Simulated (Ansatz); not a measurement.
Relaxation of a periodic cell of 13 atoms, NaHf12 (host Hf, host structure hcp, interstitial Na), to a largest force component of 0.08 eV/Å in at most 25 steps.

The calculation used DFT PBE, scalar-relativistic, plane waves, PAW (Ansatz 0.2.0). Settings: accuracy low, cutoff 420 eV, k mesh 3x2x3, fermi-dirac smearing 0.1 eV, no spin polarisation.

```xyz
13
Lattice="6.4000 0.0000 0.0000 -4.8000 8.3138 0.0000 0.0000 0.0000 5.0624" Properties=species:S:1:pos:R:3:forces:R:3
Hf 0.000 0.000 0.000 0.09 0.05 0.03
Hf 0.000 1.848 2.531 0.12 -0.02 -0.13
Hf -1.600 2.771 0.000 0.00 0.03 0.00
Hf -1.600 4.619 2.531 -0.02 0.24 -0.10
Hf -3.200 5.543 0.000 10.60 5.92 -3.90
Hf -3.200 7.390 2.531 0.07 -0.11 -0.03
Hf 3.200 0.000 0.000 -0.08 -0.13 0.09
Hf 3.200 1.848 2.531 -0.11 -0.05 -0.04
Hf 1.600 2.771 0.000 -0.12 -9.39 -3.18
Hf 1.600 4.619 2.531 -0.09 -0.18 8.14
Hf 0.000 5.543 0.000 -9.41 5.06 -3.45
Hf 0.000 7.390 2.531 -0.07 -0.03 -0.01
Na 1.625 4.664 0.484 -0.99 -1.39 2.59
```

Task: Where does it end, and by what steps?

Result: It converged. Limits of this set-up: coarse k mesh, a small cell, in which the defect meets its images, a typed lattice constant that wasn't relaxed here, low accuracy level. After 10 steps the energy has fallen by 11.102 eV; Na13 moved furthest, 1.15 Å. The start is strongly strained (largest force component 11 eV/Å).

```
step  energy less start (eV)  largest force component (eV/Å)  accepted
   0                  0.0000                          10.596       yes
   1                 -5.8834                           5.095       yes
   2                 -8.5263                           2.050       yes
   3                 -9.4245                           1.647       yes
   4                 -9.8120                           0.908       yes
   5                -10.1176                           0.673       yes
   6                -10.4134                           0.786       yes
   7                -10.7393                           0.662       yes
   8                -11.0042                           0.395       yes
   9                -11.0970                           0.109       yes
  10                -11.1017                           0.037       yes
```

```xyz
13
Lattice="6.4000 0.0000 0.0000 -4.8000 8.3138 0.0000 0.0000 0.0000 5.0624" Properties=species:S:1:pos:R:3
Hf -0.052 -0.178 -0.143
Hf -0.225 1.740 2.146
Hf -1.642 2.881 -0.212
Hf -1.553 4.660 2.622
Hf -2.968 5.801 0.258
Hf -3.146 7.712 2.557
Hf 3.313 0.137 -0.091
Hf 3.380 1.860 2.262
Hf 1.505 2.277 -0.822
Hf 1.694 5.262 3.229
Hf -0.175 5.679 0.154
Hf -0.115 7.404 2.509
Na 1.610 3.770 1.202
```

Whether the end is a true minimum wasn't checked by a vibrational analysis.

The run took 2.1 min on 4 threads of AMD EPYC 7B13 (Zen 3), with other jobs on the host, peak memory 1.5 GiB.
